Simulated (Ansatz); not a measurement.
# LiF: the cost of one run

Method: DFT r²SCAN, frozen-core PAW, scalar-relativistic unless said, in Ansatz 0.2.0.

## (1) The starting structure

Symmetry: Fm-3m, No. 225, cubic system. The conventional cell has a = 4.028 Å, b = 4.028 Å, c = 4.028 Å, α = 90.00°, β = 90.00°, γ = 90.00°. Li (site symmetry m-3m) has 6 F at 2.01 Å as nearest neighbours. F (site symmetry m-3m) is surrounded by 6 Li at 2.01 Å.

Structure file:

```cif
data_structure
_symmetry_space_group_name_H-M 'Fm-3m'
_symmetry_Int_Tables_number 225
_cell_length_a 4.0280
_cell_length_b 4.0280
_cell_length_c 4.0280
_cell_angle_alpha 90.000
_cell_angle_beta 90.000
_cell_angle_gamma 90.000
_cell_volume 65.35
loop_
_atom_site_label
_atom_site_type_symbol
_atom_site_symmetry_multiplicity
_atom_site_Wyckoff_symbol
_atom_site_fract_x
_atom_site_fract_y
_atom_site_fract_z
_atom_site_occupancy
Li1 Li 4 a 0.00000 0.00000 0.00000 1
F1 F 4 b 0.50000 0.00000 0.00000 1
```

Cartesian axes are those of the input's lattice vectors. The structure goes back to a database entry.

## (2) Cell and atoms relaxed, PAW

File input.yaml:

```yaml
crystal:
  lattice:
    - [0.0, 2.014, 2.014]
    - [2.014, 0.0, 2.014]
    - [2.014, 2.014, 0.0]
  atoms:
    - { symbol: Li, position: [0.0, 0.0, 0.0] }
    - { symbol: F, position: [0.5, 0.5, 0.5] }
kpoints:
  mp_grid: { grid: [20, 20, 20] }
scf:
  occupations: { method: fermi_dirac, width: 0.05 }
hamiltonian:
  xc: r2scan
  pseudopotentials: { kind: paw }
relax:
  f_tol: 0.002
  max_steps: 80
  cell: {}
output:
  forces: true
  stress: true
```

Launch:

```console
$ ansatz run input.yaml --threads 1 --pin off --max-ram 3072MiB --backend cpu --events-out ev --progress --plain --runs-dir out
```

Q: Estimate wall time and peak memory on 1 thread of Arm Neoverse N1, shared host.

About 36 s, with a peak of 0.4 GiB.
